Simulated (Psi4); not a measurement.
# A workflow on SnHSeF3 (SMILES [F][Sn]([F])([F])[SeH])

Aim: a single-point energy (r2SCAN-D4/def2-TZVPP), then the energy (wB97M-V/def2-TZVPP) of SnHSeF3. 

Program for the calculation: Psi4 1.11.

## (1) The structure to begin with

SnHSeF3 has 6 atoms, charge 0, and is taken as a singlet. SMILES: `[F][Sn]([F])([F])[SeH]`.

Bond lengths: F1–Sn2 1.893 Å, Sn2–F3 1.892 Å, Sn2–F4 1.893 Å, Sn2–Se5 2.472 Å, Se5–H6 1.472 Å. Angles: F1–Sn2–F3 106.0°, F1–Sn2–F4 103.2°, F1–Sn2–Se5 115.1°, F3–Sn2–F4 106.0°, F3–Sn2–Se5 110.7°, F4–Sn2–Se5 115.0°, Sn2–Se5–H6 89.3°.

## (2) A single-point energy at r2SCAN-D4/def2-TZVPP (density fitting, core potential) (run 5)

Contents of f3hsesn.inp:

```
memory 3300 MB

molecule m {
  0 1
  F     -0.693970    -0.916110     1.660270
  Sn     0.264770    -0.394420     0.113980
  F      2.059640    -0.910170     0.414800
  F     -0.398290    -1.562440    -1.219550
  Se     0.128440     2.010840    -0.441000
  H     -1.331970     1.880760    -0.569650
  units angstrom
  symmetry c1
}

set {
  basis def2-TZVPP
  scf_type df
  dft_radial_points 99
  dft_spherical_points 590
}

energy("r2scan-d4")
```

Run with:

```
$ psi4 -n 2 f3hsesn.inp f3hsesn.out
```

f3hsesn.out:

```text
[...]
    !!!  WARNING: ECP capability is in beta. Please check occupations closely.  !!!
[...]
  Running in c1 symmetry.
[...]
  Nuclear repulsion =  521.565118210461378
[...]
  Multiplicity = 1
[...]
  Nalpha       = 42
  Nbeta        = 42
[...]
    Number of basis functions: 205
[...]
 WARNING: Atomic UHF is not converging! Try casting from a smaller basis or call Rob at CCMST.
   -------------------------
[...]
   @DF-RKS iter   1: -2915.22733815754009   -2.98029e+00   1.12992e-02 ADIIS/DIIS
[...]
   @DF-RKS iter  10: -2916.20534055887038   -2.04404e-08   5.80825e-07 DIIS
[...]
    Orbital Energies [Eh]
    ---------------------
    Doubly Occupied:
       1A   -453.328729     2A    -57.930986     3A    -51.950110
       4A    -51.949518     5A    -51.947028     6A    -24.477838
       7A    -24.475792     8A    -24.475756     9A     -7.808341
      10A     -5.730455    11A     -5.728397    12A     -5.719174
      13A     -5.114684    14A     -3.455394    15A     -3.454643
      16A     -3.454602    17A     -2.070019    18A     -2.069307
      19A     -2.062277    20A     -2.060766    21A     -2.059177
      22A     -1.147376    23A     -1.146346    24A     -1.133656
      25A     -1.042606    26A     -1.042523    27A     -1.041217
      28A     -1.013524    29A     -1.011670    30A     -0.717971
      31A     -0.515231    32A     -0.429802    33A     -0.420235
      34A     -0.413251    35A     -0.395357    36A     -0.376845
[...]
  @DF-RKS Final Energy: -2916.20534055887038
   => Energetics <=
    Nuclear Repulsion Energy =            521.5651182104613781
    One-Electron Energy =               -5179.3403793274546842
    Two-Electron Energy =                1878.6951817683393529
    DFT Exchange-Correlation Energy =    -137.1239986773771591
    Empirical Dispersion Energy =          -0.0012625328388386
    VV10 Nonlocal Energy =                  0.0000000000000000
    Total Energy =                      -2916.2053405588703754
[...]
 Multipole Moments:
 ------------------------------------------------------------------------------------
     Multipole            Electronic (a.u.)      Nuclear  (a.u.)        Total (a.u.)
 ------------------------------------------------------------------------------------
 L = 1.  Multiply by 2.5417464519 to convert [e a0] to [Debye]
 Dipole X            :          2.8196681           -3.1589270           -0.3392589
 Dipole Y            :        -26.0500873           27.3682374            1.3181501
 Dipole Z            :          6.1586972           -6.4912521           -0.3325549
 Magnitude           :                                                    1.4011457
[...]
```

It took 38 s on 2 threads of AMD EPYC 7R43 (Zen 3), shared host; peak memory 2.1 GiB.

## (3) The energy at wB97M-V/def2-TZVPP (density fitting, core potential) (run 8)

Contents of job.inp:

```
memory 3.3 GB

molecule {
  0 1
  F     -0.693970    -0.916110     1.660270
  Sn     0.264770    -0.394420     0.113980
  F      2.059640    -0.910170     0.414800
  F     -0.398290    -1.562440    -1.219550
  Se     0.128440     2.010840    -0.441000
  H     -1.331970     1.880760    -0.569650
  units angstrom
  symmetry c1
}

set {
  basis def2-TZVPP
  reference rks
  scf_type df
  dft_radial_points 99
  dft_spherical_points 590
  dft_vv10_postscf true
}

energy("wb97m-v")
print_variables()
```

Run with:

```
$ psi4 -n 2 job.inp job.out
```

job.out:

```text
[...]
    !!!  WARNING: ECP capability is in beta. Please check occupations closely.  !!!
[...]
  Running in c1 symmetry.
[...]
  Nuclear repulsion =  521.565118210461378
[...]
  Multiplicity = 1
[...]
  Nalpha       = 42
  Nbeta        = 42
[...]
    Number of basis functions: 205
[...]
 WARNING: Atomic UHF is not converging! Try casting from a smaller basis or call Rob at CCMST.
   -------------------------
[...]
   @DF-RKS iter   1: -2915.49110595324601   -3.77254e+00   1.05676e-02 ADIIS/DIIS
[...]
   @DF-RKS iter   9: -2916.34055373945785   -6.82985e-08   6.83871e-07 DIIS
[...]
    Orbital Energies [Eh]
    ---------------------
    Doubly Occupied:
       1A   -454.581844     2A    -58.434389     3A    -52.362029
       4A    -52.361398     5A    -52.359090     6A    -24.894454
       7A    -24.892365     8A    -24.892328     9A     -8.067329
      10A     -5.970562    11A     -5.968349    12A     -5.959755
      13A     -5.335772    14A     -3.667545    15A     -3.666933
      16A     -3.666769    17A     -2.293142    18A     -2.292289
      19A     -2.285341    20A     -2.283607    21A     -2.282166
      22A     -1.325735    23A     -1.324762    24A     -1.310865
      25A     -1.225139    26A     -1.224892    27A     -1.223086
      28A     -1.194429    29A     -1.192620    30A     -0.873568
      31A     -0.669135    32A     -0.575423    33A     -0.570935
      34A     -0.558731    35A     -0.534135    36A     -0.532060
[...]
  @DF-RKS Final Energy: -2916.00038952966997
   => Energetics <=
    Nuclear Repulsion Energy =            521.5651182104613781
    One-Electron Energy =               -5178.8019491368777381
    Two-Electron Energy =                1846.6194659942134422
    DFT Exchange-Correlation Energy =    -105.7229998304115668
    Empirical Dispersion Energy =           0.0000000000000000
    VV10 Nonlocal Energy =                  0.3399752329448674
    Total Energy =                      -2916.0003895296699739
[...]
 Multipole Moments:
 ------------------------------------------------------------------------------------
     Multipole            Electronic (a.u.)      Nuclear  (a.u.)        Total (a.u.)
 ------------------------------------------------------------------------------------
 L = 1.  Multiply by 2.5417464519 to convert [e a0] to [Debye]
 Dipole X            :          2.8287577           -3.1589270           -0.3301693
 Dipole Y            :        -26.0019901           27.3682374            1.3662473
 Dipole Z            :          6.1488272           -6.4912521           -0.3424249
 Magnitude           :                                                    1.4466853
[...]
```

It took 50 s on 2 threads of AMD EPYC 7R43 (Zen 3), shared host; peak memory 2.5 GiB.

## (4) Results

| quantity | value |
| --- | --- |
| run 5, r2SCAN-D4/def2-TZVPP: total energy | -2916.20534 Eh |
| run 5, r2SCAN-D4/def2-TZVPP: dipole moment | 3.56 D |
| run 5, r2SCAN-D4/def2-TZVPP: HOMO energy | -7.61 eV |
| run 5, r2SCAN-D4/def2-TZVPP: LUMO energy | -3.71 eV |
| run 5, r2SCAN-D4/def2-TZVPP: HOMO–LUMO gap | 3.90 eV |
| run 5, r2SCAN-D4/def2-TZVPP: dispersion energy | -3.31 kJ/mol |
| run 8, wB97M-V/def2-TZVPP: total energy | -2916.00039 Eh |
| run 8, wB97M-V/def2-TZVPP: dipole moment | 3.68 D |
| run 8, wB97M-V/def2-TZVPP: HOMO energy | -10.79 eV |
| run 8, wB97M-V/def2-TZVPP: LUMO energy | -1.00 eV |
| run 8, wB97M-V/def2-TZVPP: HOMO–LUMO gap | 9.78 eV |
